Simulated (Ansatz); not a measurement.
Working through a scan of one input key of LuSi2, space group P6/mmm

Program: the Ansatz DFT code, driven from Python.

Contents of `POSCAR_lusi2`:
```text
LuSi2
1.0
   3.75000000    0.00000000    0.00000000
  -1.87500000    3.24759526    0.00000000
   0.00000000    0.00000000    4.05000000
Lu Si
1 2
Direct
   0.00000000    0.00000000    0.00000000
   0.33333333    0.66666667    0.50000000
   0.66666667    0.33333333    0.50000000
```

Run as a notebook:

**Cell 1**
```python
import warnings

import ansatz as az
from ase.io import read
```

**Cell 2**
```python
warnings.simplefilter("ignore", az.DeckWarning)
```

**Cell 3**
```python
atoms = read("POSCAR_lusi2", format="vasp")
structure = az.Crystal.from_ase(atoms)
```

**Cell 4**
```python
structure.resolved().sites[-1]
```
Output:
```text
Site(symbol='Si', position=(0.66666667, 0.33333333, 0.5), moment=None, axis=None, held=None, saved=None)
```

**Cell 5**
```python
setup = (
    structure.calculation()
    .functional("PBEsol")
    .pseudopotentials("paw")
    .kpoints(length=26)
    .basis(19 * az.Ha)
    .occupations("fermi_dirac", width=0.05)
    .band_table()
)
typed = setup.input()
rows = []
for value in [4, 6, 9]:
    edited = typed.set(az.key.basis.ecutrho_ratio, value)
    data = az.Session.from_dict(edited).plan().execute().report
    rows.append((value, data["free_energy_ev"], data["n_iterations"], len(data["eigenvalues_ev"][0]) if "eigenvalues_ev" in data else 0))
print(" density ratio            F eV      iterations    bands listed")
for row in rows:
    print(f"{str(row[0]):>14s}  {row[1]:14.5f}  {row[2]:14d}  {row[3]:14d}")
```
Output:
```text
 density ratio            F eV      iterations    bands listed
             4    -15855.45056               7              21
             6    -15855.45056               7              21
             9    -15855.45055               7              21
```

Total energies depend on the potentials; only differences at equal settings carry meaning. A total without «per atom» is that of the cell as typed. For a metal this k-point mesh is coarse: on a finer one energies can move by several to tens of meV an atom and pressures by half a GPa or more, differences at one mesh by less. The structure is a deposited one; some such entries were measured under pressure or heat, so a shift against it needn't be the functional's error alone. Timing: 11 s on 1 thread of Arm Neoverse V1 (shared host), peak memory 0.52 GiB.
